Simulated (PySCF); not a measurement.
# [SnCl3]-: geometry, NMR shifts and electronic excitations

What NMR shifts and electronic excitations should [SnCl3]- (`[Cl][Sn-]([Cl])[Cl]`) show?

The runs use PySCF 2.14.0, with density-fitted response routines of our own; the level of theory stands in each step. All values are computed, except where a source is named. Atoms count from 0, in the outputs and in this text.

## Step 1: The starting structure

4 atoms, charge -1, multiplicity 1; geometry from: GFN2-xTB.

Bonds of the start (Å): Sn0–Cl1 2.49, Sn0–Cl2 2.49, Sn0–Cl3 2.49.

## Step 2: Geometry optimisation at PBE0-D3(BJ)/def2-SVP

Job settings and geometry (Å):

```
{"job": {"xc": "PBE0", "basis": "def2-SVP", "d3": "d3bj", "grid": 1, "maxiter": 40, "kind": "geom"}, "charge": -1, "multiplicity": 1}
Sn    -0.003550     0.004980     0.857930
Cl     2.216020    -0.032230    -0.275220
Cl    -1.079450     1.931550    -0.303050
Cl    -1.133010    -1.904300    -0.279660
```

**Question.** This job is followed by: GIAO PBE0/pcSseg-1 Sn:def2-TZVP NMR shielding, non-relativistic, gas phase; TDDFT CAM-B3LYP/def2-SVPD, vertical, gas phase, core orbitals frozen in the response; GIAO KT2/pcSseg-1 Sn:def2-TZVP NMR shielding, non-relativistic, gas phase. What will the session give for the following? point group; rotational constants (main isotopes); ³⁵Cl shifts against HCl (PBE0/def2-TZVP+pcSseg-1, means over atoms taken as alike); lowest singlet (CAM-B3LYP/def2-SVPD); lowest triplet; range of the shift of Cl1.

The runs gave:

```
                                                                          quantity                        value
                                                                       point group                          C3v
                                              rotational constants (main isotopes)         1.54, 1.53, 1.03 GHz
³⁵Cl shifts against HCl (PBE0/def2-TZVP+pcSseg-1, means over atoms taken as alike)                      150 ppm
                                              lowest singlet (CAM-B3LYP/def2-SVPD)  5.09 eV (244 nm), f = 0.205
                                                                    lowest triplet                      4.27 eV
                                                         range of the shift of Cl1               150 to 193 ppm
```

The optimisation took 10 steps and gained 0.015 eV; among the close pairs (by a distance rule), Sn0–Cl3 changed most, from 2.493 to 2.483 Å. No frequency check was run at this level, so the end point may be a saddle. The first singlet state (HOMO→LUMO 0.95) lies at 5.09 eV and is bright; of the 10 states computed, the strongest absorption comes from states 2 to 3 together at 5.37 eV. The lowest triplet lies 0.81 eV below the lowest singlet (triplets in Tamm-Dancoff, singlets in full TDDFT). Spin-orbit coupling, left out, mixes singlets and triplets in elements this heavy. The lowest singlet lies above −ε(HOMO); no detachment energy was computed, so the anion's states may not be bound. The shift of Cl1 (with its like atoms) runs from 150 (PBE0/def2-TZVP+pcSseg-1) to 193 ppm (KT2/def2-TZVP+pcSseg-1). Spin-orbit coupling is left out, which matters for shieldings and couplings at and beside the heavy atoms.
